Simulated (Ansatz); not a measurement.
# RPA@PBE0/def2-TZVPP (core potential) run of InHCl (SMILES [Cl][InH])

What is the vertical doublet–quartet gap of InHCl at RPA@PBE0/def2-TZVPP (core potential)? 

Program for the calculation: Ansatz 0.2.0.

38 further runs of the same task are left out: 38 set aside as unsound or not needed.

### Step 1. The structure to begin with

InHCl: 3 atoms, total charge 0, spin state doublet. SMILES: `[Cl][InH]`. The coordinates come from a PBE0-D4/def2-TZVP relaxation.

Bond lengths: Cl1–In2 2.365 Å, In2–H3 1.773 Å. Angles: Cl1–In2–H3 115.3°.

### Step 2. The energy at RPA@PBE0/def2-TZVPP (core potential)

Input file input.yaml:

```yaml
crystal:
  periodic: [false, false, false]
  atoms:
    - {symbol: Cl, position_ang: [-1.649800, 0.396800, -0.867400]}
    - {symbol: In, position_ang: [0.409500, 0.542400, 0.286100]}
    - {symbol: H, position_ang: [1.229400, -1.003900, 0.568100]}
basis:
  gaussian:
    orbitals: def2-TZVPP
magnetization:
  spin_polarized: true
  initial_magnetization: 1
hamiltonian:
  xc: pbe0
correlation:
  method: rpa
  frozen_orbitals: {Cl: 5, H: 0, In: 4}
accuracy: high
```

The run is started by

```bash
$ ansatz run input.yaml --threads 1 --pin off --max-ram 3480MiB --events-out events.jsonl --progress --plain --runs-dir runs
```

Standard output:

```text
Warning: RAYON_NUM_THREADS=1 ignored (pool sized by the plan → 1); use --threads N
Functional definition: PBE0
  name "PBE0"
  parameter a = 0.25
  parameter kappa = 0.804
  parameter beta = 0.06672455060314922
  exchange = (1 - a)*pbe_x(kappa = kappa, mu = beta*pi^2/3) + a*exact_x
  correlation = pbe_c(beta = beta)
1766 factors; integrals over basis functions are off by at most 3.3e-9 eV
mean field evaluation 1: about -17708.3164 eV, gradient 1.4e1 eV
mean field evaluation 2: about -17708.3284 eV, gradient 1.4e1 eV
mean field evaluation 4: about -17709.5074 eV, gradient 2.0e0 eV
mean field evaluation 8: about -17709.5371 eV, gradient 7.0e-2 eV
mean field evaluation 16: about -17709.5372 eV, gradient 1.6e-4 eV
mean field -17709.53717728 eV, -650.8134873095 hartree, gradient 5.2e-8 eV, S^2 0.756752; 0 other end points of the search recorded, 0 dependent functions left out
9 core orbitals not correlated: weight in the atoms' cores, before any rotation towards them, 1.000 or more for the frozen orbitals, at most 0.000 for the correlated occupied ones
reference -17668.82356612 eV, -649.3172896961 hartree; 11, 10 occupied and 86, 87 virtual orbitals, 1766 factors
Total energy: -17686.20181165 eV, -649.9559284398 hartree
```

Wall time 17 s (1 thread of Arm Neoverse V2, shared host); peak memory 0.41 GiB.

### Step 3. The quartet at the same level

Input file run.yaml:

```yaml
crystal:
  periodic: [false, false, false]
  atoms:
    - {symbol: Cl, position_ang: [-1.649800, 0.396800, -0.867400]}
    - {symbol: In, position_ang: [0.409500, 0.542400, 0.286100]}
    - {symbol: H, position_ang: [1.229400, -1.003900, 0.568100]}
basis:
  gaussian:
    orbitals: def2-TZVPP
magnetization:
  spin_polarized: true
  initial_magnetization: 3
hamiltonian:
  xc: pbe0
correlation:
  method: rpa
  frozen_orbitals: {Cl: 5, H: 0, In: 4}
accuracy: high
```

The run is started by

```bash
$ ansatz run run.yaml --threads 1 --pin off --max-ram 3480MiB --events-out events.jsonl --progress --plain --runs-dir runs
```

Standard output, shortened:

```text
Warning: RAYON_NUM_THREADS=1 ignored (pool sized by the plan → 1); use --threads N
[... 2 set-up lines as earlier in the session ...]
[...]
1766 factors; integrals over basis functions are off by at most 3.3e-9 eV
[...]
mean field -17704.63245051 eV, -650.6332419252 hartree, gradient 7.6e-8 eV, S^2 3.762717; 5 other end points of the search recorded, 0 dependent functions left out
9 core orbitals not correlated: weight in the atoms' cores, before any rotation towards them, 1.000 or more for the frozen orbitals, at most 0.000 for the correlated occupied ones
reference -17664.14966318 eV, -649.1455269311 hartree; 12, 9 occupied and 85, 88 virtual orbitals, 1766 factors
Total energy: -17681.32213084 eV, -649.7766034778 hartree
```

Wall time 28 s (1 thread of Arm Neoverse V2, shared host); peak memory 0.43 GiB.

### Step 4. Summary of results

At RPA@PBE0/def2-TZVPP (core potential), 9 core orbitals frozen:

| quantity | value |
| --- | --- |
| doublet: total energy | -649.95593 Eh |
| doublet: RPA correlation energy (valence) | -638.6 mEh |
| doublet: ⟨S²⟩ of the reference determinant | 0.757 |
| quartet: total energy | -649.77660 Eh |
| quartet: RPA correlation energy (valence) | -631.1 mEh |
| quartet: ⟨S²⟩ of the reference determinant | 3.763 |
| vertical energy of the quartet above the doublet | 4.880 eV |

**Reading.** At this shape the quartet lies 4.88 eV (113 kcal/mol) above the doublet.
